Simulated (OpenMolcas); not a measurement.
# Cu²⁺ among point charges: CASSCF and CASPT2 levels and susceptibility

How does a field of 6 point charges split the states of Cu²⁺, and what χT follows?

Program: OpenMolcas 26.06. Level of theory: state-averaged CASSCF and CASPT2, spin-orbit coupling by RASSI with atomic mean-field integrals. These are calculated values, not measurements, unless marked.

## Step 1: What is computed

* Species: Cu²⁺ (copper, Z = 29, 27 electrons)
* Basis: ANO-RCC-VDZP [5s4p2d1f], 34 functions
* Scalar Hamiltonian: DKH2, point nucleus
* Inactive shells: 1s 2s 2p 3s 3p
* Active space: 9 electrons in 5 orbitals (3d)
* Some configurations of this space: 3d⁹
* Orbitals: optimised for each spin and parity, averaged over all roots

Outer shells as boxes (Hund's rule):

3d9
```
3d [↑↓][↑↓][↑↓][↑↓][↑ ]
```

The ion sits among 6 point charges of -1 e arranged as a trigonal antiprism (D3d), 1.92 Å from the ion, with a polar angle of 64.6° against the regular 54.74°.

The work runs as a chain of OpenMolcas steps in one folder; each step below is one input file. Labels, J, g values, rates, χT and fits are worked out afterwards by a script from the matrices that RASSI stores. The input lists half of the charges; inversion (Group=XYZ) makes the rest.

## Step 2: One- and two-electron integrals

a.inp reads:

```
&GATEWAY
Coord
1

Cu 0.0 0.0 0.0
Basis=ANO-RCC-VDZP
Group=XYZ
NoMove
AngMom=0.0 0.0 0.0
AMFI
XField
3 Angstrom 0
0.000000 1.734232 0.823918 -1.000000
1.501889 -0.867116 0.823918 -1.000000
1.501889 0.867116 -0.823918 -1.000000
&SEWARD
```

The run is started by

```console
$ OMP_NUM_THREADS=1 MOLCAS_MEM=1689 MOLCAS_PROJECT=a pymolcas a.inp > a.log
```

## Step 3: CASSCF: doublets of even parity, 5 roots

a.inp reads:

```
&RASSCF
FileOrb=start.orb
Symmetry=1
Spin=2
nActEl=9 0 0
Inactive=3 6
Ras2=5 0
CIRoot=5 5 1
SDav=5
CIMx=300
Iter=120 100
PrWF=0.3
OrbListing=Nothing
MaxOrb=0
>>> COPY $Project.JobIph JOB001
```

start.orb holds the contracted functions of the basis, ordered by shell, or the orbitals of the step before.

## Step 4: State interaction with spin-orbit coupling

a.inp reads:

```
&RASSI
NrOfJobIphs=1 5
1 2 3 4 5
IphNames
JOB001
EJob
SpinOrbit
DIPRint=1.0
SOCoupling=1000.0
Subsets=2
Property=9
'ANGMOM' 1 'ANGMOM' 2 'ANGMOM' 3 'MLTPL  1' 1 'MLTPL  1' 2 'MLTPL  1' 3
'AMFI' 1 'AMFI' 2 'AMFI' 3
SOProperty=3
'ANGMOM' 1 'ANGMOM' 2 'ANGMOM' 3
```

## Step 5: CASPT2: IPEA 0.25, imaginary shift 0.1 (closed shells correlated: 3s 3p)

a.inp reads:

```
>>> COPY JOB001 $Project.JobIph
&CASPT2
Multistate=5 1 2 3 4 5
NoMult
Frozen=2 3
IPEA=0.25
Imaginary=0.1
MaxIter=60
WThr=0.0 0.3 0.05
PrWF=0.5
NoMix
```

(Steps that only read results are left out.)

Before running it: what results should come out? Wanted: spin-free ground state; first state of the same spin within the active space; lowest level; next level.

**Answer**, as computed:

```
                                            quantity                                                                        value
                                              method  SS-CASPT2, IPEA 0.25, imaginary shift 0.1 (closed shells correlated: 3s 3p)
                              spin-free ground state                                               2E, 2-fold in its orbital part
first state of the same spin within the active space                                                              2E at 3990 cm⁻¹
                                        lowest level                                            2-fold E1/2, g = 0.04, 0.04, 5.67
                                          next level                                                                  1264.1 cm⁻¹
                                         χT at 300 K                                                               1.15 cm³ K/mol
                           effective moment at 300 K                                                                      3.03 μB
```

Cost by method:

| method | time of its own steps | time with the reference |
| --- | --- | --- |
| A. CASSCF | 5 s | 5 s |
| B. SS-CASPT2, IPEA 0.25, imaginary shift 0.1, +3s 3p | 1.4 s | 6.3 s |

Times are of one thread on a shared host.

**Reading.** The spin-free ground state (2E) comes to 100 % from free-ion D terms and keeps the highest spin of the shell. χT at 300 K is 1.15, against 0.38 cm³ K/mol for the spin alone, so orbital moment adds to it. CASPT2 does not keep the components of a term degenerate, and the means are used. The field of point charges can differ much from that of real complexes. This is an electrostatic model: the charges have no orbitals.
